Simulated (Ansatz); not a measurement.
# Li+ with AsH3: structure and interaction energy

Aim: relax the pair, then compute its interaction energy with counterpoise at many levels, up to CCSD(T).

Program: Ansatz 0.2.0, Gaussian basis. Level of theory: PBE0-D4 structure, single points in def2-TZVPPD. These are calculated values, not measurements.

Levels: PBE-D4, revPBE-D4, BLYP-D4, r2SCAN-D4, B97M-V, PBE0-D4, B3LYP-D4, HSE06-D4, wB97X-V, wB97M-V, B2PLYP, Hartree-Fock, MP2, CCSD, CCSD(T). The reference is CCSD(T) extrapolated to the basis limit. For elements past Ar these valence bases correlate outer-core shells poorly and lack relativity, so that limit is rough.

Cores are frozen in the correlated methods. Filled d shells of the heavier atoms are correlated. The outer core shell of Li, Na, Mg and K is correlated. B3LYP uses VWN-RPA correlation. B2PLYP carries no dispersion term here.

163 further runs of the same task are left out: 163 set aside as unsound or not needed.

### Step 1. The system as given

The pair, from a GFN2-xTB docking trial: 5 atoms, charge 1, spin multiplicity 1.

Atoms are counted from 1 here; the program's logs count them from 0.

Bond lengths: Li1–As2 2.521 Å, As2–H3 1.490 Å, As2–H4 1.483 Å, As2–H5 1.484 Å. Angles: Li1–As2–H3 125.3°, Li1–As2–H4 125.2°, Li1–As2–H5 120.5°, H3–As2–H4 92.4°, H3–As2–H5 92.3°, H4–As2–H5 91.8°.

As a file:

```xyz
5
AsH3Li
Li   -0.0762    0.0798   -2.5082
As   -0.0276   -0.0069    0.0106
H    -0.8410    0.8519    0.9168
H    -0.2783   -1.2170    0.8300
H     1.2232    0.2922    0.7508
```

Atoms 1 to 1 are fragment A (Li+), the rest fragment B (AsH3).

### Step 2. A first relaxation in a small basis

pre/in.yaml reads:

```yaml
crystal:
  periodic: [false, false, false]
  atoms:
    - {symbol: Li, position_ang: [-0.076200, 0.079800, -2.508200]}
    - {symbol: As, position_ang: [-0.027600, -0.006900, 0.010600]}
    - {symbol: H, position_ang: [-0.841000, 0.851900, 0.916800]}
    - {symbol: H, position_ang: [-0.278300, -1.217000, 0.830000]}
    - {symbol: H, position_ang: [1.223200, 0.292200, 0.750800]}
basis:
  gaussian: {orbitals: def2-SVP}
total_charge: 1
hamiltonian: {xc: pbe, dispersion: d4}
relax: {f_tol: 0.03, max_steps: 250}
```

Command:

```sh
$ ansatz run in.yaml --threads 2 --pin off --events-out ev --progress --plain --max-ram 5222MiB
```

After this run come: Relaxation at PBE0-D4; wB97X-V/def2-TZVPPD; wB97M-V/def2-TZVPPD; B2PLYP/def2-TZVPPD; B97M-V/def2-TZVPPD; CCSD(T)/def2-TZVPPD; Vibrations of the pair.

Q: Predict the outcome of this session. Wanted: interaction energy, CCSD(T)/CBS; of it Hartree-Fock; D4 term of PBE0-D4; shortest contact; lowest wavenumber.

**Answer**, as computed:

| quantity | value |
| --- | --- |
| interaction energy, CCSD(T)/CBS | -1040 meV |
| of it Hartree-Fock (basis limit) | -1092 meV |
| D4 term of PBE0-D4 | -10 meV |
| shortest contact | Li1–As2 2.56 Å |
| lowest wavenumber | 291 cm⁻¹ |

What this shows: The pair is bound by 1040 meV at fixed fragment shapes. Hartree-Fock gives 105 % of it, so electrostatics, induction and charge transfer lead. Among the functionals B97M-V lands nearest to CCSD(T)/CBS (-7 meV) and HSE06-D4 farthest (-88 meV). Mean unsigned error by rung: GGA 53, meta-GGA 9, hybrid 75, screened hybrid 88, range-separated hybrid 49, double hybrid 40 meV. PBE-D4 gives an interaction energy 75 meV too low, an error of 7 % of the reference. CCSD(T) moves by -12 meV from triple zeta to the limit; gaps between functionals far smaller than that don't rank them. A lower arrangement may exist.
